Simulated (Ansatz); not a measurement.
Run this with Ansatz 0.2.0, Python API and show what comes out.

Input file `mnse.cif`:
```cif
data_MnSe
_cell_length_a 3.846661
_cell_length_b 3.846661
_cell_length_c 3.846661
_cell_angle_alpha 60.00000
_cell_angle_beta 60.00000
_cell_angle_gamma 60.00000
_symmetry_space_group_name_H-M 'P 1'
_symmetry_Int_Tables_number 1
loop_
_symmetry_equiv_pos_as_xyz
'x, y, z'
loop_
_atom_site_label
_atom_site_type_symbol
_atom_site_fract_x
_atom_site_fract_y
_atom_site_fract_z
Mn1 Mn    0.000000    0.000000    0.000000
Se2 Se    0.500000    0.500000    0.500000
```

Script `nc_paw.py`:
```python
'''Norm-conserving against PAW potentials for MnSe.'''

import ansatz as az
from ase.io import read
import numpy as np


def count_gap(report):
    # lowest empty less highest filled band, counting bands; zero where they overlap
    return max(report.get('gap_by_band_count_ev') or 0.0, 0.0)

atoms = read('mnse.cif')
mnse = az.Crystal.from_ase(atoms).moments(Mn=5.2)

base = (
    mnse.calculation()
    .functional('lda')
    .kpoints(length=24)
    .occupations('fermi_dirac', width=0.05)
    .spin(az.SpinTreatment.COLLINEAR)
    .stress()
    .forces()
    .band_table()
)
variants = {
    'PAW': base.pseudopotentials('paw'),
    'norm-conserving': base.pseudopotentials('nc'),
}
# totals differ by the cores that each treatment holds, so compare what does not depend on them
rows = []
for label, variant in variants.items():
    r = variant.run().report
    levels = np.array(r['eigenvalues_ev'][0]) - r['fermi_energy_ev']
    print(label, 'levels at the first k-point near E_F:', np.round(levels[np.abs(levels) < 5], 3))
    rows.append((label, r['n_electrons'], np.trace(r['stress_gpa']) / 3, count_gap(r), r['magnetization_mub']))
for row in rows:
    print('; '.join(f'{name} = {round(v, 4) if isinstance(v, float) else v}' for name, v in zip(['treatment', 'electrons in bands', 'P GPa', 'gap by band count eV', 'moment muB'], row)))
```

```console
$ python nc_paw.py
DeckWarning: basis.ecutwfc = 420 eV, auto-derived from the records' recommended cutoffs: set by Mn (normal level)
DeckWarning: where an SCF of this run starts from atoms to list the orders of its open shells, Mn (site 0, from 0) starts with 5.00 μB on its 3d shell, in the place of the 5.20 μB that the deck gives it: its open shells can hold no more by Hund's first rule. [...]
PAW levels at the first k-point near E_F: [-3.191 -3.191 -3.191 -3.123 -3.123 -1.414 -1.414 -1.414  1.016]
DeckWarning: basis.ecutwfc = 1306.14654 eV, auto-derived from the records' recommended cutoffs: set by Mn (normal level)
norm-conserving levels at the first k-point near E_F: [-3.259 -3.259 -3.259 -3.19  -3.19  -1.414 -1.414 -1.414  1.028]
treatment = PAW; electrons in bands = 31.0; P GPa = -8.5104; gap by band count eV = 0.0; moment muB = 4.6351
treatment = norm-conserving; electrons in bands = 31.0; P GPa = -8.3174; gap by band count eV = 0.0; moment muB = 4.6495
```
(Warnings from the package without file and line, shortened.)

PAW gives -8.510 GPa and norm-conserving -8.317 GPa, 0.19 GPa apart. They took 3.7 and 12.4 s of processor time.

Reading the output:
- The magnetic order follows from the starting moments and needn't be the lowest.
- The mesh is modest for a metal, so energies can be off by several to tens of meV an atom and pressures by half a GPa or more; differences at equal mesh fare better.
- A gap by band count of zero or less means overlapping bands, a metal.
- With one magnetic atom the cell can hold only ferromagnetic order.
- Of the deposited cell: the entry's cell lengths or inner coordinates differ somewhat from later room-temperature determinations.
- Without a Hubbard U or exact exchange, semilocal functionals often make such 3d compounds metallic or too weakly gapped.
- At these settings the cell as given stands under about -8 GPa, so it isn't at this functional's equilibrium volume.
- The starting cell is as deposited in a crystallographic database; the results hold for this polymorph, which needn't be the stable one.
- Levels are Kohn-Sham eigenvalues on this mesh, without spin-orbit coupling.
- Stress is positive in compression.
- Timing: 17 s on 1 thread of Arm Neoverse V2, on a shared host, peak memory 0.63 GiB.

(A comment or docstring line of the script was reworded after the run, the code is as it ran; lines on the test bed's own set-up are left out of the output.)
